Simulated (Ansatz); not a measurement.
# CH4Se, SMILES C[SeH]: vertical and adiabatic energies of changing the electron count

Run with Ansatz 0.2.0 through its Python package.

Script `ch4se.py`:
```python
# -*- coding: utf-8 -*-
from dataclasses import dataclass
import itertools

import ansatz
from ase.data import atomic_numbers, covalent_radii
import numpy as np


@dataclass(frozen=True)
class Options:
    basis_set: str = "def2-SVP"
    functional: str = "b3lyp"
    net_charge: int = 1


settings = Options()

geometry_ang = [
    ("C", [-0.13377, -0.35969, -0.39732]),
    ("Se", [0.85187, 0.26803, 1.1726]),
    ("H", [-1.19457, -0.40581, -0.16723]),
    ("H", [0.24127, -1.35473, -0.62238]),
    ("H", [0.05474, 0.30572, -1.23506]),
    ("H", [0.18047, 1.54648, 1.2494]),
]
ch4se = ansatz.Crystal.molecule()
for symbol, xyz in geometry_ang:
    ch4se = ch4se.atom(symbol, xyz)

calc = (
    ch4se.calculation()
    .basis(gaussian=settings.basis_set)
    .functional(settings.functional)
)
symbols = [site.symbol for site in ch4se.cartesian_sites]
start = np.array([site.position_ang for site in ch4se.cartesian_sites], dtype=float)
rep = calc.relax(force_tolerance=0.01).run().report
end = np.array(rep["positions_ang"])

minimum = ansatz.Crystal.molecule()
for symbol, place in zip(symbols, end):
    minimum = minimum.atom(symbol, place.tolist())
ion = (
    minimum.calculation()
    .basis(gaussian=settings.basis_set)
    .functional(settings.functional)
    .charge(settings.net_charge)
    .spin("collinear", total=1)
)
vertical = ion.run().report
settled = ion.relax(force_tolerance=0.01, max_steps=80).run().report
print(f"vertical ionisation energy   {vertical['free_energy_ev'] - rep['free_energy_ev']:.3f} eV")
print(f"adiabatic, no zero point     {settled['free_energy_ev'] - rep['free_energy_ev']:.3f} eV")
print(f"relaxation energy of the ion {vertical['free_energy_ev'] - settled['free_energy_ev']:.3f} eV")
ionised = np.array(settled["positions_ang"])
radius = [covalent_radii[atomic_numbers[s]] for s in symbols]
span = lambda where, i, j: np.linalg.norm(where[i] - where[j])
bonded = [(i, j) for i, j in itertools.combinations(range(len(symbols)), 2) if min(span(end, i, j), span(ionised, i, j)) < 1.2 * (radius[i] + radius[j])]
print("pair        before    after (A)")
for i, j in bonded:
    print(f"{symbols[i]}{i}-{symbols[j]}{j}".ljust(10), f"{span(end, i, j):8.4f} {span(ionised, i, j):8.4f}")
for first, second in list(itertools.combinations(bonded, 2)):
    shared = set(first) & set(second)
    if shared and symbols[(j := shared.pop())] != "H":
        i, k = sorted((set(first) | set(second)) - {j})
        u, v = ionised[i] - ionised[j], ionised[k] - ionised[j]
        angle = np.degrees(np.arccos(np.clip(u @ v / np.linalg.norm(u) / np.linalg.norm(v), -1, 1)))
        print(f"final angle {symbols[i]}{i}-{symbols[j]}{j}-{symbols[k]}{k}: {angle:.2f} deg")
```

```console
$ python ch4se.py
vertical ionisation energy   8.966 eV
adiabatic, no zero point     8.934 eV
relaxation energy of the ion 0.032 eV
pair        before    after (A)
C0-Se1       1.9698   1.9381
C0-H2        1.0977   1.1042
C0-H3        1.0985   1.0977
C0-H4        1.0977   1.1042
Se1-H5       1.4766   1.4898
final angle Se1-C0-H2: 108.21 deg
final angle Se1-C0-H3: 107.24 deg
final angle Se1-C0-H4: 108.19 deg
final angle C0-Se1-H5: 96.39 deg
final angle H2-C0-H3: 111.78 deg
final angle H2-C0-H4: 109.50 deg
final angle H3-C0-H4: 111.76 deg
```

The energies are electronic: no zero-point or thermal terms, and the basis set is short of its limit. The product may relax into another structure. Each relaxation finds its nearest minimum, which needn't be the lowest. b3lyp holds the VWN-RPA fit, as in Gaussian; the form of ORCA and Turbomole is b3lyp5. Timing: 27 s on 1 thread of Arm Neoverse V1 (shared host), peak memory 0.24 GiB.
